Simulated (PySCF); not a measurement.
# CuOH: triplet, from a bent start

The task is one start of a wider search on CuOH: the triplet, from a bent start. It is relaxed, tested by its Hessian and followed downhill if it is a saddle.

The runs use PySCF 2.14.0; PBE0, basis Cu def2-TZVP, O def2-TZVP, H def2-TZVP, no relativity, density fitting.

### 1 Starting geometry

3 atoms, charge 0, spin multiplicity 3.

Bond lengths: Cu1–O2 1.720 Å, Cu1–H3 1.440 Å. Angles: O2–Cu1–H3 110.0°.

```xyz
3
charge 0 multiplicity 3
Cu    0.0000    0.0000    0.0000
O    -1.4089    0.0000    0.9866
H     1.1796    0.0000    0.8260
```

### 2 Finding the electronic state

The steps below are one call of a driver around PySCF. For each, scf.py gives the equivalent set-up of the SCF; relaxations use the driver's own optimiser. After this first run the driver tries any further starts and a stability analysis.

scf.py

```python
from pyscf import gto, scf, dft
mol = gto.M(atom='''
Cu     0.000000     0.000000     0.000000
O     -1.408900     0.000000     0.986600
H      1.179600     0.000000     0.826000''',
    basis={'Cu': 'def2-TZVP', 'O': 'def2-TZVP', 'H': 'def2-TZVP'},
    charge=0, spin=2)
mf = dft.UKS(mol, xc='PBE0')
mf.grids.atom_grid = (50, 194)
aux = {'Cu': 'def2-universal-JKFIT', 'O': 'def2-universal-JKFIT', 'H': 'def2-universal-JKFIT'}
mf = mf.density_fit(auxbasis=aux)
mf.conv_tol = 1e-08
mf.diis_space = 10
mf.max_cycle = 60
mf.init_guess = 'minao'
mf.verbose = 4
mf.kernel()
```

Launch:

```console
$ OMP_NUM_THREADS=2 python axn.py task.json out
```

Standard output:

```text
init E= -1715.48879392063
[... the frontier-level lines of each cycle are left out ...]
cycle= 1 E= -1712.87628176245  delta_E= 2.61  |g|= 3.72  |ddm|= 1.44
cycle= 2 E= -1700.31680011141  delta_E= 12.6  |g|= 7.19  |ddm|= 4.53
cycle= 3 E= -1715.09863740414  delta_E= -14.8  |g|= 1.62  |ddm|= 3.86
cycle= 4 E= -1710.19503992032  delta_E=  4.9  |g|= 2.64  |ddm|= 3.06
cycle= 5 E= -1715.87674313906  delta_E= -5.68  |g|= 0.269  |ddm|= 2.99
cycle= 6 E= -1715.89615115677  delta_E= -0.0194  |g|= 0.238  |ddm|= 0.311
cycle= 7 E= -1715.90214530949  delta_E= -0.00599  |g|= 0.203  |ddm|= 0.0705
cycle= 8 E= -1715.91289558904  delta_E= -0.0108  |g|= 0.119  |ddm|= 0.0695
cycle= 9 E= -1715.91818880029  delta_E= -0.00529  |g|= 0.0389  |ddm|= 0.105
cycle= 10 E= -1715.91859454227  delta_E= -0.000406  |g|= 0.017  |ddm|= 0.0207
cycle= 11 E= -1715.91874986114  delta_E= -0.000155  |g|= 0.00465  |ddm|= 0.0169
cycle= 12 E= -1715.91878928108  delta_E= -3.94e-05  |g|= 0.00121  |ddm|= 0.0139
cycle= 13 E= -1715.91879199293  delta_E= -2.71e-06  |g|= 0.000438  |ddm|= 0.00298
cycle= 14 E= -1715.9187927611  delta_E= -7.68e-07  |g|= 0.000219  |ddm|= 0.00188
cycle= 15 E= -1715.91879301753  delta_E= -2.56e-07  |g|= 0.000101  |ddm|= 0.00119
cycle= 16 E= -1715.91879308329  delta_E= -6.58e-08  |g|= 3.37e-05  |ddm|= 0.000725
cycle= 17 E= -1715.91879309154  delta_E= -8.25e-09  |g|= 1.27e-05  |ddm|= 0.000306
Extra cycle  E= -1715.9187930918  delta_E= -2.69e-10  |g|= 1.45e-05  |ddm|= 3.02e-05
converged SCF energy = -1715.9187930918  <S^2> = 2.0124783  2S+1 = 3.0083073
```

This step, with its further starts and checks, took 9.7 s on 2 threads of Intel Xeon at 2.80GHz (Skylake/Cascade Lake), shared host.

Energies from each starting density:

```tsv
start	energy (Eh)
the minimal-basis guess	-1715.918793
a thermally smeared density	-1715.918793
a smeared PBE density	-1715.918793
```

No lower solution of this spin turned up from the other starts or in the test of internal stability.

### 3 Bent start, triplet: relaxation

The program finds Cs symmetry in the start, which this walk keeps.

Changes to scf.py since step 2:

```diff
@@ -3,3 +3,3 @@
-Cu     0.000000     0.000000     0.000000
-O     -1.408900     0.000000     0.986600
-H      1.179600     0.000000     0.826000''',
+Cu     0.267056     0.000000    -0.207839
+O     -1.141844     0.000000     0.778761
+H      1.446656     0.000000     0.618161''',
@@ -15 +14,0 @@
-mf.init_guess = 'minao'
```

Steps of the walk:

```tsv
step	energy (Eh)	change (kJ/mol)	largest symmetric gradient (Eh/bohr)
0	-1715.918793	0.00	0.02022
1	-1715.922059	-8.58	0.01148
2	-1715.924702	-15.51	0.01186
3	-1715.925159	-16.71	0.01049
4	-1715.925950	-18.79	0.00539
5	-1715.926114	-19.22	0.00479
6	-1715.926176	-19.39	0.00185
7	-1715.926183	-19.40	0.00030
8	-1715.926184	-19.40	0.00003
```

The walk took 14 s.

Geometry (Å) and forces (eV/Å) at some steps:

```
step 0
Cu   0.267   0.000  -0.208  -0.095   0.000  -0.369
O   -1.142   0.000   0.779  -0.945   0.000   0.198
H    1.447   0.000   0.618   1.040   0.000   0.172
step 1
Cu   0.266   0.000  -0.178  -0.257   0.000   0.168
O   -1.205   0.000   0.769  -0.333   0.000  -0.131
H    1.511   0.000   0.598   0.590   0.000  -0.037
step 4
Cu   0.245   0.000  -0.018   0.263   0.000   0.205
O   -1.352   0.000   0.698   0.015   0.000  -0.054
H    1.679   0.000   0.508  -0.278   0.000  -0.151
step 8
Cu   0.254   0.000   0.017   0.001   0.000  -0.001
O   -1.362   0.000   0.684  -0.002   0.000   0.001
H    1.680   0.000   0.488   0.001   0.000   0.001
```

End point (Cs, 8 steps, 19.4 kJ/mol gained): Cu–H 1.502 Å, Cu–O 1.749 Å; H–Cu–O 139.3°.

### 4 Hessian and properties

On the finer grid the gradient is checked again; gradients at displacements of ±0.02 bohr then give force constants and infrared intensities.

Changes to scf.py since step 3:

```diff
@@ -3,3 +3,3 @@
-Cu     0.267056     0.000000    -0.207839
-O     -1.141844     0.000000     0.778761
-H      1.446656     0.000000     0.618161''',
+Cu     0.305394     0.000000    -0.139547
+O     -1.310778     0.000000     0.527790
+H      1.731773     0.000000     0.331597''',
@@ -9 +9 @@
-mf.grids.atom_grid = (50, 194)
+mf.grids.atom_grid = (75, 302)
@@ -12 +12 @@
-mf.conv_tol = 1e-08
+mf.conv_tol = 1e-10
```

The driver hands on the density of the step before, so the log starts near convergence.

Log of the central SCF (cycles and frontier levels):

```text
init E= -1715.92609828217
[... the frontier-level lines of each cycle are left out ...]
cycle= 1 E= -1715.92609828216  delta_E= 5.46e-12  |g|= 6.6e-06  |ddm|= 3.29e-06
Extra cycle  E= -1715.92609828206  delta_E= 1.03e-10  |g|= 2.49e-05  |ddm|= 9.07e-06
converged SCF energy = -1715.92609828206  <S^2> = 2.0145297  2S+1 = 3.0096709
```

The whole step took 44 s.

Geometry: Cs; Cu–H 1.502 Å, Cu–O 1.749 Å; H–Cu–O 139.3°.

Modes, for the most abundant isotopes:

```
symmetry  ω (cm⁻¹)  IR (km/mol)     type
      a'       385          127     bend
      a'       600          8.3  stretch
      a'      1874         48.3  stretch
```

Every mode is real; the point is a minimum.

Properties at this point:

```yaml
Dipole_moment: 1.91 D
Highest_occupied_level: -8.34 eV
Lowest_empty_level: -4.43 eV
Rotational_constants: 18.67, 0.4085, 0.3998 cm⁻¹
Zero-point_energy: 17.1 kJ/mol
Principal_polarisabilities: 19.5, 22.8, 60.4 bohr³
Atomisation_energy_without_zero-point_energy: 426 kJ/mol
Principal_traceless_quadrupole_moments_about_the_centre_of_mass: -5.12, 1.90, 3.23 D Å
Entropy_at_298.15_K_and_1_bar_electronic_part_spin_only: 257.9 J/(mol K)
Heat_capacity_Cp_at_298.15_K: 43.9 J/(mol K)
Enthalpy_at_298.15_K_above_0_K: 11.19 kJ/mol
Rotational_symmetry_number: 1
Spin_squared_⟨S²⟩: 2.015
```

Charges (e) and bond orders:

```tsv
atom	Mulliken	Löwdin	polar tensor	spin (Mulliken)	Mayer order to Cu1
Cu1	0.40	0.29	0.57	0.51	–
O2	-0.30	-0.16	-0.30	1.35	1.08
H3	-0.09	-0.13	-0.27	0.14	0.90
```

Mulliken populations on Cu1: s 6.80, p 12.31, d 9.50, f 0.00.

### 5 Summary of results

| quantity | value |
| --- | --- |
| minimum | triplet, Cs |
| geometry | Cu–H 1.502 Å, Cu–O 1.749 Å; H–Cu–O 139.3° |
| wavenumbers (cm⁻¹) | 385 (a'), 600 (a'), 1874 (a') |
| dipole moment | 1.91 D |
| highest occupied, lowest empty level (either spin) | -8.34, -4.43 eV |
| polar-tensor charge of Cu1 | +0.57 e |
| zero-point energy | 17.1 kJ/mol |
| entropy at 298.15 K | 257.9 J/(mol K) |
| atomisation energy (no zero-point energy) | 426 kJ/mol |
| ⟨S²⟩ | 2.015 |

**Reading.** The bent start keeps its Cs symmetry and ends in a minimum. In the infrared the band at 385 cm⁻¹ (a', bend) leads. Most of the spin sits on O2 (Mulliken spin 1.35, against 2 for the whole molecule). Only this shape and spin were tried, so other structures or states may lie lower. One determinant may miss the lowest occupation of an open d or f shell.

The search up to here took 68 s.
